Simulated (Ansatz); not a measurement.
Working through a formation energy from the elements of SrHI and its elements

With Ansatz 0.2.0, Python API.

Typed at the interpreter:
```pycon
>>> from collections import Counter
>>> import warnings
>>> import ansatz as az
>>> from ase import Atoms
>>> import numpy as np
>>> SETTINGS = {
...     "cutoff_ev": 550,
...     "k_spacing": 0.33,
...     "filling": "gaussian",
...     "smearing_width": 0.05,
... }
>>> GASES = {"H2"}
>>> def run_phase(name, crystal):
...     calc = crystal.calculation()
...     calc = calc.basis(SETTINGS["cutoff_ev"])
...     calc = calc.functional(az.Functional.R2SCAN)
...     calc = calc.kpoints(spacing=SETTINGS["k_spacing"])
...     calc = calc.occupations(SETTINGS["filling"], width=SETTINGS["smearing_width"]).stress()
...     if name in GASES:
...         return calc.kpoints(1, 1, 1).relax(force_tolerance=0.03).run()
...     calc = calc.relax(force_tolerance=0.03, fix_cell=["shape"])
...     return calc.run()
...
>>> def counts(outcome):
...     return Counter(site.symbol for site in outcome.lattice.sites)
...
>>> def formation_energy(outcome, mu):
...     n = counts(outcome)
...     return (outcome.report["energy_sigma0_ev"] - sum(k * mu[element] for element, k in n.items())) / sum(n.values())
...
>>> def volume_per_atom(outcome):
...     return abs(np.linalg.det(outcome.lattice.cell_ang)) / len(outcome.lattice.sites)
...
>>> warnings.simplefilter("ignore")
>>> phases = {}
>>> srhi = (
...     az.Lattice.of((4.371, 0.0, 0.0), (0.0, 4.371, 0.0), (0.0, 0.0, 8.45))
...     .atom("Sr", (0.0, 0.5, 0.2))
...     .atom("Sr", (0.5, 0.0, 0.8))
...     .atom("H", (0.0, 0.0, 0.0))
...     .atom("H", (0.5, 0.5, 0.0))
...     .atom("I", (0.0, 0.5, 0.7))
...     .atom("I", (0.5, 0.0, 0.3))
... )
>>> phases["SrHI"] = srhi
>>> sr = (
...     az.Lattice.of((0.0, 3.04235, 3.04235), (3.04235, 0.0, 3.04235), (3.04235, 3.04235, 0.0))
...     .atom("Sr", (0.0, 0.0, 0.0))
... )
>>> phases["Sr"] = sr
>>> h2 = (
...     az.Lattice.of((9.0, 0.0, 0.0), (0.0, 9.5, 0.0), (0.0, 0.0, 10.0))
...     .atom("H", (0.5, 0.5, 0.4625))
...     .atom("H", (0.5, 0.5, 0.5375))
... )
>>> phases["H2"] = h2
>>> atoms = Atoms(
...     ["I", "I", "I", "I"],
...     scaled_positions=[
...         (0.8507, 0.1493, 0.8844),
...         (0.3507, 0.6493, 0.6156),
...         (0.1493, 0.8507, 0.1156),
...         (0.6493, 0.3507, 0.3844),
...     ],
...     cell=[
...         (3.635035, -2.39502, 0.0),
...         (3.635035, 2.39502, 0.0),
...         (0.0, 0.0, 9.79344),
...     ],
...     pbc=True,
... )
>>> i = az.Crystal.from_ase(atoms)
>>> phases["I"] = i
>>> done = {}
>>> for name, crystal in phases.items():
...     done[name] = run_phase(name, crystal)
...     print(f"{name}: {done[name].report['energy_sigma0_ev']:.4f} eV, {len(done[name].lattice.sites)} atoms")
...
SrHI: -22206.3821 eV, 6 atoms
Sr: -3555.0870 eV, 1 atoms
H2: -31.8918 eV, 2 atoms
I: -30112.0664 eV, 4 atoms
>>> references = {"Sr": "Sr", "H": "H2", "I": "I"}
>>> mu = {element: done[name].report["energy_sigma0_ev"] / len(done[name].lattice.sites) for element, name in references.items()}
>>> target = done["SrHI"]
>>> heat = formation_energy(target, mu)
>>> for element, value in mu.items():
...     print(f"mu({element}) = {value:.4f} eV from {references[element]}, {volume_per_atom(done[references[element]]):.2f} A^3/atom")
...
mu(Sr) = -3555.0870 eV from Sr, 56.32 A^3/atom
mu(H) = -15.9459 eV from H2, 427.50 A^3/atom
mu(I) = -7528.0166 eV from I, 43.07 A^3/atom
>>> print(f"formation energy of SrHI: {heat:.4f} eV/atom = {96.4853 * heat:.1f} kJ/mol of atoms")
formation energy of SrHI: -1.3805 eV/atom = -133.2 kJ/mol of atoms
```

The formation energy is -1.381 eV an atom (-133.2 kJ per mole of atoms), so SrHI lies below the reference phases.

Reading the output:
- Total energies depend on the potentials; only differences at equal settings carry meaning.
- The program warned that this SCF threshold is loose for forces or stresses.
- Atoms and volume are relaxed with the cell's shape held, which in cells of lower than cubic symmetry can hide stresses and shift volumes.
- The cells come from databases of deposited and of computed structures, and not all need be stable phases.
- The compound is the structure given, not necessarily its lowest; energies are at zero temperature, with no correction for gases. A semilocal functional's error on such energies is often 0.05 to 0.1 eV an atom, and 0.1 to 0.3 eV against gases such as O2 or F2.
- The script silences warnings, which a real study should read.
- Hardware and time: 3 min on 1 thread of Arm Neoverse V1, on a shared host, peak memory 1 GiB.
